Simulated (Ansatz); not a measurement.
# ClF4H5OSi2: the cost of one run

The runs use Ansatz 0.2.0, Gaussian basis; PBE0-D4, def2-SVP first, then def2-TZVP.

190 further runs of the same task are left out: 190 set aside as unsound or not needed. Runs told in other sessions of the task aren't counted.

## 1. Starting geometry

The guess: 13 atoms, charge 0, spin multiplicity 1.

Atoms are counted from 1 here; the program's logs count them from 0.

Bond lengths: Si1–O2 1.702 Å, Si1–F4 1.615 Å, Si1–F5 1.599 Å, Si1–F6 1.599 Å, Si1–Cl8 2.369 Å, O2–Si3 1.711 Å, O2–H9 1.065 Å, Si3–H11 1.452 Å, Si3–H12 1.457 Å, Si3–H13 1.453 Å, H7–Cl8 1.524 Å. Angles: O2–Si1–F4 94.7°, O2–Si1–F5 110.1°, O2–Si1–F6 110.3°, O2–Si1–Cl8 91.4°, F4–Si1–F5 92.7°, F4–Si1–F6 92.6°, F4–Si1–Cl8 174.0°, F5–Si1–F6 138.6°, F5–Si1–Cl8 85.4°, F6–Si1–Cl8 85.2°, Si1–O2–Si3 125.6°, Si1–O2–H9 118.2°, Si3–O2–H9 116.2°, O2–Si3–H11 105.7°, O2–Si3–H12 97.8°, O2–Si3–H13 105.4°, H11–Si3–H12 115.1°, H11–Si3–H13 115.3° and more.

Geometry (Å):

```
Si   -0.3522    0.3395    1.3039
O     0.0529   -0.0330   -0.3062
Si   -0.9764    0.1510   -1.6601
F    -1.7716    1.0139    0.9294
F     0.2897    1.7424    1.7227
F    -1.0523   -0.9160    2.0044
H     2.2660   -0.8760    0.7146
Cl    1.6731   -0.6039    2.0920
H     1.0269   -0.4153   -0.5042
F     2.2942   -0.9188   -0.4859
H    -1.2412    1.5755   -1.7621
H    -0.0726   -0.3827   -2.6704
H    -2.1365   -0.6767   -1.3782
```

Distances that are to change: Si1–Cl8 2.37 Å, H7–F10 1.20 Å, O2–H9 1.06 Å, Si1–O2 1.70 Å, H7–Cl8 1.52 Å, H9–F10 1.36 Å.

## 2. Relaxing the guess with the reacting distances held

hold/in.yaml

```yaml
crystal:
  periodic: [false, false, false]
  atoms:
    - {symbol: Si, position_ang: [-0.352200, 0.339500, 1.303900]}
    - {symbol: O, position_ang: [0.052900, -0.033000, -0.306200]}
    - {symbol: Si, position_ang: [-0.976400, 0.151000, -1.660100]}
    - {symbol: F, position_ang: [-1.771600, 1.013900, 0.929400]}
    - {symbol: F, position_ang: [0.289700, 1.742400, 1.722700]}
    - {symbol: F, position_ang: [-1.052300, -0.916000, 2.004400]}
    - {symbol: H, position_ang: [2.266000, -0.876000, 0.714600]}
    - {symbol: Cl, position_ang: [1.673100, -0.603900, 2.092000]}
    - {symbol: H, position_ang: [1.026900, -0.415300, -0.504200]}
    - {symbol: F, position_ang: [2.294200, -0.918800, -0.485900]}
    - {symbol: H, position_ang: [-1.241200, 1.575500, -1.762100]}
    - {symbol: H, position_ang: [-0.072600, -0.382700, -2.670400]}
    - {symbol: H, position_ang: [-2.136500, -0.676700, -1.378200]}
basis:
  gaussian: {orbitals: def2-SVP}
hamiltonian: {xc: pbe0, dispersion: d4}
relax: {f_tol: 0.04, max_steps: 150, escape_saddle: false, constraints: [{distance: [0, 7]}, {distance: [6, 9]}, {distance: [1, 8]}, {distance: [0, 1]}, {distance: [6, 7]}, {distance: [8, 9]}]}
```

On the command line:

```console
ansatz run in.yaml --threads 4 --pin off --events-out ev --progress --plain --max-ram 46080MiB --backend cpu
```

**Question.** How long does this run take on 4 threads of AMD EPYC 7R13, shared host?

About 21 s.
